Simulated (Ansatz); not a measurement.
# CH₄FGa: one species, many methods

Aim: compute CH₄FGa with functionals from several rungs and with coupled cluster, and see how far each lands from CCSD(T) at the basis-set limit for the atomisation energy.

The runs use Ansatz 0.2.0, Gaussian basis; functionals in def2-TZVPP, the program's frozen cores in correlated methods.

Levels to be run: LDA (SPW92), PBE-D4, revPBE-D4, BLYP-D4, r2SCAN-D4, B97M-V, PBE0-D4, B3LYP-D4, r2SCANh-D4, r2SCAN0-D4, HSE06-D4, BHLYP-D4, CAM-B3LYP-D4, LC-ωPBE, ωB97X-V, ωB97M-V, B2PLYP, PBE-QIDH; CCSD(T)/def2-SVP; CCSD(T)/def2-TZVPP; MP2/def2-QZVPP; extrapolation to the limit; RPA on PBE.

## 1. Structure used throughout

The geometry comes from an earlier relaxation with PBE0-D4 in a triple-zeta def2 set; it is a stationary point, not always the lowest conformer.

SMILES `[CH3][GaH][F]`, 7 atoms, charge 0, spin multiplicity 1.

Atoms are counted from 1 here; the program's logs count them from 0.

Bond lengths: C1–Ga2 1.950 Å, C1–H4 1.094 Å, C1–H5 1.091 Å, C1–H6 1.091 Å, Ga2–F3 1.767 Å, Ga2–H7 1.559 Å. Angles: Ga2–C1–H4 109.4°, Ga2–C1–H5 110.1°, Ga2–C1–H6 111.7°, H4–C1–H5 108.0°, H4–C1–H6 107.9°, H5–C1–H6 109.6°, C1–Ga2–F3 114.1°, C1–Ga2–H7 133.5°, F3–Ga2–H7 112.5°.

## 2. LDA

This LDA is Slater exchange with PW92 correlation.

The input, in.yaml:

```yaml
crystal:
  periodic: [false, false, false]
  atoms:
    - {symbol: C, position_ang: [-0.636352, 0.652926, -0.190837]}
    - {symbol: Ga, position_ang: [0.635112, -0.796502, 0.098746]}
    - {symbol: F, position_ang: [1.908900, -0.415730, 1.262155]}
    - {symbol: H, position_ang: [-1.465159, 0.554978, 0.515738]}
    - {symbol: H, position_ang: [-0.154143, 1.614915, -0.013517]}
    - {symbol: H, position_ang: [-1.050805, 0.631105, -1.199709]}
    - {symbol: H, position_ang: [0.762448, -2.241684, -0.472576]}
basis:
  gaussian: {orbitals: def2-TZVPP}
hamiltonian: {xc: lda}
output: {orbitals: {seedname: orbitals}}
```

Further steps of the session: PBE-D4 (GGA); revPBE-D4 (GGA); BLYP-D4 (GGA); r2SCAN-D4 (meta-GGA); B97M-V (meta-GGA); PBE0-D4 (hybrid); B3LYP-D4 (hybrid); r2SCANh-D4 (hybrid); r2SCAN0-D4 (hybrid); HSE06-D4 (hybrid); BHLYP-D4 (hybrid); CAM-B3LYP-D4 (range-separated); LC-ωPBE (range-separated); ωB97X-V (range-separated); ωB97M-V (range-separated); B2PLYP (double hybrid); PBE-QIDH (double hybrid); CCSD(T) in def2-SVP; CCSD(T) in def2-TZVPP; MP2 in def2-QZVPP; RPA on PBE orbitals.

Before running them: what should the planned runs give, taken together? Wanted: atomisation energy, CCSD(T)/CBS; farthest beyond LDA; mean size of error, GGA; mean size of error, meta-GGA; mean size of error, hybrid; mean size of error, range-separated; mean size of error, double hybrid; gap, smallest and largest; T1 diagnostic.

**Answer**, as computed:

| quantity | value |
| --- | --- |
| atomisation energy, CCSD(T)/CBS | 24.123 eV |
| functionals within 0.241 eV (1.0 %) | PBE-D4, r2SCAN-D4, B97M-V, r2SCANh-D4, CAM-B3LYP-D4, LC-ωPBE, ωB97X-V, ωB97M-V, PBE-QIDH |
| farthest beyond LDA | BHLYP-D4 (-0.849 eV) |
| mean size of error, GGA | 0.318 eV |
| mean size of error, meta-GGA | 0.039 eV |
| mean size of error, hybrid | 0.378 eV |
| mean size of error, range-separated | 0.074 eV |
| mean size of error, double hybrid | 0.284 eV |
| gap, smallest and largest | 5.04 eV (LDA (SPW92)), 12.16 eV (LC-ωPBE) |
| T1 diagnostic | 0.0132 |
| triples share of the correlation energy | 3.3 % |

**Reading.** LDA overbinds by 3.025 eV (13 %). PBE-D4 is off by +0.044 eV. Double hybrids carry the basis error of their MP2 part in triple zeta, and no dispersion term here, so their miss is partly the set-up's. The rungs meta-GGA, range-separated miss on average by less than the doubt on the reference (0.241 eV), so they tie. The reference freezes the cores and leaves out relativity and excitations past (T), and its outer-core shells are covered unevenly, so misses under about 0.241 eV can't be ranked. Hartree-Fock recovers 75 % of the binding; the rest is correlation. CCSD(T) in def2-SVP is off by -1.207 eV, more than most functionals: a good method in a small basis is no reference. The gap grows from 5.0 to 12.2 eV across the functionals, mostly with the share of exact exchange. Correlated methods include outer-core shells of Ga, which these sets cover unevenly.
